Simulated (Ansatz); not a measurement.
**GeHCl (singlet): the correlation ladder, cc-pVDZ**

An exercise on one series of results from a longer session: the logs are not shown, and one member is left open.

Method: cc-pVDZ, core rule «outside noble gas», up to 19 orbitals frozen; program: Ansatz 0.2.0, Gaussian basis.

Plan: UHF; CCSD(T) on RHF; CCSD(T) on UHF; BCCD(T) on RHF; CISD; CCSDT(Q) on RHF; CCSDT(Q) on UHF; CCSDTQ on RHF; CCSDTQ on UHF; CASSCF and MRCISD+Q, 12 electrons in 9 orbitals; CASSCF and NEVPT2, 12 electrons in 9 orbitals.

8 further runs of the same task are left out: 2 for a known fault of the program, 6 set aside as unsound or not needed.

## What is computed

The geometry is a PBE0/def2-TZVP stationary point (not a proven minimum) of the parent state, kept for this charge and spin. No spin-orbit coupling is included. The filled d shell of Ge may be among the frozen orbitals whatever the setting's name suggests; the logs give the count.

3 atoms, charge 0, spin multiplicity 1.

Atoms are counted from 1 here; the program's logs count them from 0.

Bond lengths: Ge1–Cl2 2.148 Å, Ge1–H3 1.556 Å. Angles: Cl2–Ge1–H3 115.2°.

Set-up of the first run:

Input file in.yaml:

```yaml
crystal:
  periodic: [false, false, false]
  atoms:
    - {symbol: Ge, position_ang: [0.000000, -0.039179, 0.691027]}
    - {symbol: Cl, position_ang: [0.000000, 0.042088, -1.455820]}
    - {symbol: H, position_ang: [0.000000, 1.343123, 1.405821]}
basis:
  gaussian: {orbitals: cc-pVDZ}
magnetization: {spin_polarized: true, initial_magnetization: 0}
hamiltonian: {xc: hf}
output: {orbitals: {seedname: orbitals}}
```

On the command line:

```sh
ansatz run in.yaml --threads 1 --pin off --events-out ev --progress --plain --max-ram 3968MiB --backend cpu
```

Among the steps run: UHF; CCSD(T) on RHF; CCSD(T) on UHF; BCCD(T) on RHF; CISD; CCSDT(Q) on RHF; CCSDT(Q) on UHF; CCSDTQ on RHF; CCSDTQ on UHF; CASSCF and MRCISD+Q, 12 electrons in 9 orbitals; CASSCF and NEVPT2, 12 electrons in 9 orbitals.

One of the session's tables, all rows but one given; the rest of the session is left out.

| method | from RCCSDTQ (kcal/mol) |
| --- | --- |
| RHF | +154.99 |
| UHF | +153.78 |
| RMP2 | +22.97 |
| RCCSD | +4.43 |
| RCCSD(T) | +0.79 |
| BCCD(T) | +0.76 |
| RCCSDT | +0.32 |
| RCCSDT(Q) | -0.01 |
| RCCSDTQ | 0 |
| CASSCF valence | +124.13 |
| NEVPT2 valence | +27.63 |
| MRCISD valence | ? |
| MRCISD+Q valence | +0.75 |

Q: Estimate the row for MRCISD valence from the others.

As computed: from RCCSDTQ (kcal/mol): +9.75. In the column «from RCCSDTQ (kcal/mol)» it lies between RCCSD (+4.43) and RMP2 (+22.97).
